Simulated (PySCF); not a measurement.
**[Gd(NO2)]2+: forces at shaken geometries**

How stiff is [Gd(NO2)]2+? Its atoms are displaced at random by several amounts. The species was built from a template and needn't be a known compound.

The runs use PySCF 2.14.0; B3LYP, Gd lcecp-1-SVP with ECP53, O def2-SVP, N def2-SVP; scalar-relativistic core potentials, no spin–orbit coupling.

1 further run of the same task is left out (for a known fault of the program).

### Step 1. The system as given

4 atoms, charge 2, spin multiplicity 1.

Bond lengths: Gd1–O2 2.209 Å, Gd1–O3 2.209 Å, Gd1–N4 2.684 Å, O2–N4 1.278 Å, O3–N4 1.278 Å. Angles: O2–Gd1–O3 56.4°, O2–Gd1–N4 28.2°, O3–Gd1–N4 28.2°, Gd1–O2–N4 97.0°, Gd1–O3–N4 97.0°, Gd1–N4–O2 54.8°, Gd1–N4–O3 54.8°, O2–N4–O3 109.5°.

Coordinates:

```
Gd    0.0000    0.0000   -0.3477
O     1.0441    0.0000    1.5989
O    -1.0441    0.0000    1.5989
N     0.0000    0.0000    2.3365
```

Formal oxidation states: Gd +3. Each metal's 7 4f electrons lie in its core potential, so multiplicities, spins and levels count the valence alone. An earlier session relaxed this geometry at B3LYP, Gd lcecp-1-SVP with ECP53, O def2-SVP, N def2-SVP (singlet, point group C2v).

Its energy there is -240.177707 Eh.

### Step 2. Atoms moved at random, σ = 0.1 Å

The input, run.py (the lines that set the calculation):

```python
mol = gto.M(atom='''
Gd    -0.07047     0.02083    -0.28037
O      1.06880     0.05243     1.64299
O     -0.98373    -0.02641     1.35681
N     -0.01460    -0.04684     2.46714''',
    basis={'Gd': 'lcecp-1-SVP', 'O': 'def2-SVP', 'N': 'def2-SVP'},
    ecp={'Gd': 'lcecp-1-SVP'},
    charge=2, spin=0)
mf = dft.RKS(mol, xc='B3LYP')
mf.grids.atom_grid = (50, 194)  # f atoms: unpruned, at least (60, 302)
mf = mf.density_fit()  # fitting sets: Gd AutoAux, O def2-universal-JKFIT, N def2-universal-JKFIT
mf.conv_tol = 1e-08; mf.max_cycle = 55
mf.kernel(dm0)  # dm0: the density of the relaxed state
```

The run is started by

```
> OMP_NUM_THREADS=2 python run.py
```

### Step 3. Atoms moved at random, σ = 0.15 Å

Edit run.py (the lines that set the calculation) of step 2 so:

```diff
@@ -1,6 +1,6 @@
 mol = gto.M(atom='''
-Gd    -0.07047     0.02083    -0.28037
-O      1.06880     0.05243     1.64299
-O     -0.98373    -0.02641     1.35681
-N     -0.01460    -0.04684     2.46714''',
+Gd     0.12638    -0.00660    -0.34767
+O      0.95614     0.06538     1.59947
+O     -0.89937    -0.19365     1.64598
+N     -0.18315     0.13486     2.28877''',
     basis={'Gd': 'lcecp-1-SVP', 'O': 'def2-SVP', 'N': 'def2-SVP'},
```

### Step 4. Atoms moved at random, σ = 0.06 Å

Edit run.py (the lines that set the calculation) of step 3 so:

```diff
@@ -1,6 +1,6 @@
 mol = gto.M(atom='''
-Gd     0.12638    -0.00660    -0.34767
-O      0.95614     0.06538     1.59947
-O     -0.89937    -0.19365     1.64598
-N     -0.18315     0.13486     2.28877''',
+Gd     0.08889    -0.00984    -0.42698
+O      1.05604     0.02402     1.68841
+O     -1.06305    -0.05720     1.59027
+N     -0.08188     0.04301     2.33485''',
     basis={'Gd': 'lcecp-1-SVP', 'O': 'def2-SVP', 'N': 'def2-SVP'},
```

Q: Predict the outcome of this session. Wanted: for each run, σ; energy rise; harmonic estimate −½ F·u; largest force component.

As calculated:

| σ (Å) | energy rise (eV) | harmonic estimate −½ F·u (eV) | largest force component (eV/Å) |
| --- | --- | --- | --- |
| 0.1 | 1.557 | 1.637 | 7.81 |
| 0.15 | 2.970 | 3.108 | 26.03 |
| 0.06 | 0.184 | 0.176 | 1.78 |

Every displacement raises the energy. For a harmonic well the rise equals −½ F·u; the two differ by at most 5 % here (a move with σ = 0.1 Å), from anharmonicity, the grid and the small forces left at the relaxed point. The bases are small and lack diffuse functions. Spin–orbit coupling is left out.
